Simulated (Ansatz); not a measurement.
# B14As11: the cost of one run

Method: DFT PBE, scalar-relativistic, plane waves, PAW, in Ansatz 0.2.0.

## Step 1: Starting point

The cell holds 25 atoms (As11B14): a = 7.179 Å, b = 7.266 Å, c = 7.633 Å, α = 89.75°, β = 89.30°, γ = 92.49°.

It is the last frame of an earlier stage of the same melt, run at 2880 K.

The coordinates stand in the first input below.

## Step 2: Langevin stage at 1600 K

One k point, a Fermi-Dirac width of 0.138 eV and a fixed cell.

input.yaml

```yaml
crystal:
  lattice:
    - [7.176888, -0.15729, 0.045335]
    - [-0.15729, 7.26465, 0.016592]
    - [0.045335, 0.016592, 7.632613]
  atoms:
    - { symbol: B, position: [0.6446868085, 0.7795327661, 0.1701109081] }
    - { symbol: B, position: [0.7937225774, 0.1973010256, 0.9075527484] }
    - { symbol: B, position: [0.9365914471, 0.2699595796, 0.0647836285] }
    - { symbol: B, position: [0.0367606063, 0.0522980002, 0.1966048843] }
    - { symbol: B, position: [0.8256195728, 0.9477944601, 0.2060399924] }
    - { symbol: B, position: [0.5044842569, 0.1243472754, 0.9580726206] }
    - { symbol: B, position: [0.3562015665, 0.9074572175, 0.035421529] }
    - { symbol: B, position: [0.5794957221, 0.9294605033, 0.8626435433] }
    - { symbol: B, position: [0.5354582906, 0.3527630038, 0.7696320269] }
    - { symbol: B, position: [0.3845797444, 0.4927722838, 0.035771491] }
    - { symbol: B, position: [0.5068754628, 0.7209283803, 0.0248610633] }
    - { symbol: B, position: [0.7735156488, 0.7764976582, 0.3961732798] }
    - { symbol: B, position: [0.7211482512, 0.0755071589, 0.0681174859] }
    - { symbol: B, position: [0.6267044129, 0.5424056251, 0.05164205] }
    - { symbol: As, position: [0.8865757808, 0.7761949305, 0.6308112806] }
    - { symbol: As, position: [0.1364270244, 0.6113565514, 0.987054813] }
    - { symbol: As, position: [0.8838906718, 0.4836152259, 0.2090474861] }
    - { symbol: As, position: [0.2077722566, 0.8746234267, 0.5828995756] }
    - { symbol: As, position: [0.6685416697, 0.1580277967, 0.6505532544] }
    - { symbol: As, position: [0.0940818461, 0.9450387648, 0.963124349] }
    - { symbol: As, position: [0.4940974416, 0.3002585113, 0.1954731545] }
    - { symbol: As, position: [0.2796300163, 0.3093363931, 0.8315369732] }
    - { symbol: As, position: [0.5085900802, 0.6586071123, 0.4514184463] }
    - { symbol: As, position: [0.7620520131, 0.5022669626, 0.6927265555] }
    - { symbol: As, position: [0.1537806442, 0.1609277293, 0.3847549444] }
  symmetry: { detect: false }
basis:
  ecutwfc: 420
  xc_grid: 1
kpoints:
  mp_grid: { grid: [1, 1, 1], shift: [0.25, 0.25, 0.25] }
hamiltonian:
  xc: pbe
scf:
  occupations: { method: fermi_dirac, width: 0.1379 }
  lower_state_search: "off"
  convergence: { dr2_threshold: 1.0e-05 }
output:
  forces: true
  stress: true
md:
  timestep: 1.5
  n_steps: 117
  ensemble: nvt_langevin
  friction: 0.03
  temperature: 1600.0
  initial_velocities: maxwell_boltzmann
  seed: 55007
```

Command:

```
ansatz run input.yaml --threads 2 --pin off --max-ram 5120MiB --backend cpu --events-out ev --progress --plain --runs-dir out
```

Q: Estimate wall time and peak memory on 2 threads of Arm Neoverse V1, shared host.

About 5.2 min, with a peak of 0.59 GiB.
